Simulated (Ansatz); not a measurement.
# CH₇B₂ClSi: a ladder of functionals and wavefunction methods

One table from this session's results is given with a row withheld; the runs are named, their logs left out.

The runs use Ansatz 0.2.0, Gaussian basis; functionals in def2-TZVPP, the program's frozen cores in correlated methods.

Levels to be run: PBE-D4, r2SCAN-D4, PBE0-D4, B3LYP-D4, ωB97X-V, ωB97M-V, B2PLYP; CCSD(T)/def2-TZVPP; MP2/def2-QZVPP; extrapolation to the limit.

### The geometry

All runs share one geometry, relaxed beforehand with PBE0-D4 in a triple-zeta def2 set.

SMILES `CB(Cl)B[SiH3]`, 12 atoms, charge 0, spin multiplicity 1.

Atoms are counted from 1 here; the program's logs count them from 0.

Bond lengths: C1–B2 1.554 Å, C1–H6 1.091 Å, C1–H7 1.093 Å, C1–H8 1.099 Å, B2–Cl3 1.783 Å, B2–B4 1.645 Å, B4–Si5 2.013 Å, B4–H9 1.199 Å, Si5–H10 1.488 Å, Si5–H11 1.494 Å, Si5–H12 1.488 Å. Angles: B2–C1–H6 113.8°, B2–C1–H7 112.2°, B2–C1–H8 107.4°, H6–C1–H7 109.6°, H6–C1–H8 107.2°, H7–C1–H8 106.3°, C1–B2–Cl3 118.9°, C1–B2–B4 133.2°, Cl3–B2–B4 107.8°, B2–B4–Si5 121.9°, B2–B4–H9 121.2°, Si5–B4–H9 116.8°, B4–Si5–H10 114.1°, B4–Si5–H11 105.4°, B4–Si5–H12 112.7°, H10–Si5–H11 107.8°, H10–Si5–H12 108.6°, H11–Si5–H12 108.0°.

The first run:

File in.yaml:

```yaml
crystal:
  periodic: [false, false, false]
  atoms:
    - {symbol: C, position_ang: [0.219843, 0.293212, 2.111075]}
    - {symbol: B, position_ang: [-0.515636, -0.344042, 0.899899]}
    - {symbol: Cl, position_ang: [-2.297003, -0.427215, 0.920197]}
    - {symbol: B, position_ang: [-0.002688, -0.927577, -0.550211]}
    - {symbol: Si, position_ang: [0.235803, 0.265150, -2.153598]}
    - {symbol: H, position_ang: [1.284657, 0.057583, 2.152890]}
    - {symbol: H, position_ang: [-0.251242, 0.033358, 3.062501]}
    - {symbol: H, position_ang: [0.131772, 1.383679, 2.011237]}
    - {symbol: H, position_ang: [0.209346, -2.096567, -0.710172]}
    - {symbol: H, position_ang: [-0.355999, 1.620874, -1.994242]}
    - {symbol: H, position_ang: [1.713149, 0.426947, -2.310208]}
    - {symbol: H, position_ang: [-0.294903, -0.340600, -3.405270]}
basis:
  gaussian: {orbitals: def2-TZVPP}
hamiltonian: {xc: pbe, dispersion: d4}
output: {forces: true, orbitals: {seedname: orbitals}}
```

Launch:

```sh
> ansatz run in.yaml --threads 4 --pin off --events-out ev --progress --plain --max-ram 10444MiB
```

Among the steps run: PBE-D4 (GGA); r2SCAN-D4 (meta-GGA); PBE0-D4 (hybrid); B3LYP-D4 (hybrid); ωB97X-V (range-separated); ωB97M-V (range-separated); B2PLYP (double hybrid); CCSD(T) in def2-TZVPP; MP2 in def2-QZVPP.

One of the session's tables, all rows but one given; the rest of the session is left out.

It belongs to the step «Atomisation energies». 

```
            method  atomisation energy (kJ/mol)
            PBE-D4                       4169.3
         r2SCAN-D4                       4159.1
           PBE0-D4                       4142.1
          B3LYP-D4                       4130.8
           ωB97X-V                            ?
           ωB97M-V                       4136.3
            B2PLYP                       4077.4
     HF/def2-TZVPP                       3216.9
    MP2/def2-TZVPP                       4048.8
   CCSD/def2-TZVPP                       3966.4
CCSD(T)/def2-TZVPP                       4011.7
           MP2/CBS                       4136.1
       CCSD(T)/CBS                       4099.1
```

Estimate the missing values for ωB97X-V.

The run gave: atomisation energy (kJ/mol): 4140.3. In the column «atomisation energy (kJ/mol)» it lies between ωB97M-V (4136.3) and PBE0-D4 (4142.1).

To keep in mind: Free atoms (1 C, 2 B, 1 Cl, 1 Si, 7 H) were run apart at each level; the atomisation energy is their sum less the molecule, without zero-point or spin-orbit terms.
